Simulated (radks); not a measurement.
# Ionising zirconium step by step, Zr²⁰⁺ to Zr³⁹⁺

An exercise on one series of results from a longer session: the logs are not shown, and one member is left open.

The numbers are computed with radks (a radial shooting solver on a logarithmic mesh, Libxc functionals) version 1 (scalar-relativistic Kohn-Sham, LB94 model potential, spin-polarised, spherical densities, finite nucleus; open shells are filled with parallel spins first), except any that are marked as measured or tabulated.

## What is computed

| Quantity | Value |
| --- | --- |
| element | zirconium (Z = 40) |
| charges | 20 to 39 |
| first configuration | [Ar] 3d2 |
| last configuration | 1s1 |

The outer shells:

Zr²⁰⁺
```
[Ar] core
3d [↑ ][↑ ][  ][  ][  ]
```

Zr³⁹⁺
```
1s [↑ ]
```

LB94 adds a gradient term to the LDA potential that gives it a −1/r tail. It is a model potential with no energy functional, so Etot and Exc are not given.

Set-up of the first run:

Settings of this run:

```text
Z 40
configuration [Ar] 3d2
relativity scalar-relativistic
functional lda,pw
model_potential LB94
spin polarised
nucleus finite rms 4.2694 fm
c 137.035999084
```

Steps of the session up to this table: Zr²⁰⁺, [Ar] 3d2.

One table of the session follows, with a row left open; its other results are not shown here.

From the orbitals of this run (lengths in bohr):

| level | <r> | outermost maximum (interpolated) | 90 % within | nodes |
| --- | --- | --- | --- | --- |
| 2p down | ? | ? | ? | ? |
| 2p up | 0.1404 | 0.109 | 0.228 | 0 |
| 3s up | 0.4209 | 0.388 | 0.614 | 2 |
| 3s down | 0.4217 | 0.389 | 0.615 | 2 |
| 3p up | 0.4135 | 0.377 | 0.616 | 1 |
| 3p down | 0.4144 | 0.378 | 0.617 | 1 |
| 3d up | 0.3750 | 0.308 | 0.581 | 0 |
| 3d down | 0.3752 | 0.307 | 0.582 | 0 |

**Question.** Estimate the row for 2p down.

**Answer.** <r>: 0.1403; outermost maximum (interpolated): 0.109; 90 % within: 0.228; nodes: 0. In the column «<r>» it is the lowest.

Caveats from the session: Open shells are spherical and high-spin; term and fine-structure splittings are not resolved.
